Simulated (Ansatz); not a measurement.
# BClH4O3: molecular dynamics

Aim: follow the atoms for 60 steps of 1.0 fs with a Nosé-Hoover thermostat, with velocities drawn for 300 K, and see to which side of the barrier the system falls.

Program: Ansatz 0.2.0, Gaussian basis. Level of theory: revPBE-D4/def2-SVPD. These are calculated values, not measurements.

1 further run of the same task is left out (it didn't finish).

## Step 1: Starting geometry

The start, a first-order saddle point found at PBE0-D4 in triple zeta: 9 atoms, charge 0, spin multiplicity 1.

Atoms are counted from 1 here; the program's logs count them from 0.

Bond lengths: B1–O3 1.355 Å, B1–O4 1.356 Å, B1–O6 1.531 Å, O3–H7 0.959 Å, O4–H8 0.960 Å, H5–O6 1.078 Å, O6–H9 0.968 Å. Angles: O3–B1–O4 123.3°, O3–B1–O6 118.6°, O4–B1–O6 109.4°, B1–O3–H7 114.1°, B1–O4–H8 112.9°, B1–O6–H5 90.3°, B1–O6–H9 109.0°, H5–O6–H9 109.0°.

Geometry (Å):

```mol
BClH4O3
  3D, bonds by distance, orders not assigned

  9  7  0  0  0  0  0  0  0  0999 V2000
   -0.3203    0.1660   -0.0351 B   0  0
    1.0066   -1.5023   -1.0492 Cl  0  0
   -0.5551    1.0343   -1.0484 O   0  0
   -1.3030   -0.3657    0.7341 O   0  0
    1.4302   -0.4439    0.2583 H   0  0
    0.9454    0.3462    0.8078 O   0  0
    0.1772    1.1284   -1.6611 H   0  0
   -2.1498   -0.4042    0.2838 H   0  0
    0.7690    0.0412    1.7096 H   0  0
  1  3  8  0
  1  4  8  0
  1  6  8  0
  3  7  8  0
  4  8  8  0
  5  6  8  0
  6  9  8  0
M  END
```

## Step 2: The run

md/in.yaml reads:

```yaml
crystal:
  periodic: [false, false, false]
  atoms:
    - {symbol: B, position_ang: [-0.320344, 0.165954, -0.035094]}
    - {symbol: Cl, position_ang: [1.006553, -1.502279, -1.049170]}
    - {symbol: O, position_ang: [-0.555069, 1.034307, -1.048394]}
    - {symbol: O, position_ang: [-1.303048, -0.365659, 0.734132]}
    - {symbol: H, position_ang: [1.430163, -0.443889, 0.258267]}
    - {symbol: O, position_ang: [0.945367, 0.346188, 0.807807]}
    - {symbol: H, position_ang: [0.177237, 1.128447, -1.661119]}
    - {symbol: H, position_ang: [-2.149817, -0.404239, 0.283833]}
    - {symbol: H, position_ang: [0.768959, 0.041169, 1.709638]}
basis:
  gaussian: {orbitals: def2-SVPD}
hamiltonian: {xc: {name: revPBE}, dispersion: d4}
md: {n_steps: 60, timestep: 1.0, temperature: 300, ensemble: nvt_nose_hoover, seed: 521, initial_velocities: maxwell_boltzmann}
```

Command:

```sh
> ansatz run in.yaml --threads 4 --pin off --events-out ev --progress --plain --max-ram 9574MiB
```

What does the calculation give? Wanted: temperature at the start; mean temperature, second half; lowest and highest potential energy, from the first frame; largest change of potential + kinetic; bonds lost by distance.

As calculated:

| quantity | value |
| --- | --- |
| length | 60 steps, 60.0 fs |
| temperature at the start | 300 K |
| mean temperature, second half | 817 K |
| lowest and highest potential energy, from the first frame | -668 and 146 meV |
| largest change of potential + kinetic | 131.5 meV |
| bonds lost by distance | H5–O6 |

In words: By the last frame it has moved towards the side where B1–O6, Cl2–H5 form. The system runs downhill by 0.67 eV, and that energy turns into motion. The thermostat trades energy with the molecule, so the sum of potential and kinetic energy isn't conserved: it changes by -132 meV over the run. The mean temperature of the second half is still well above the 300 K set. The instant temperature ranges from 152 to 970 K, as energy passes between motion and strain.
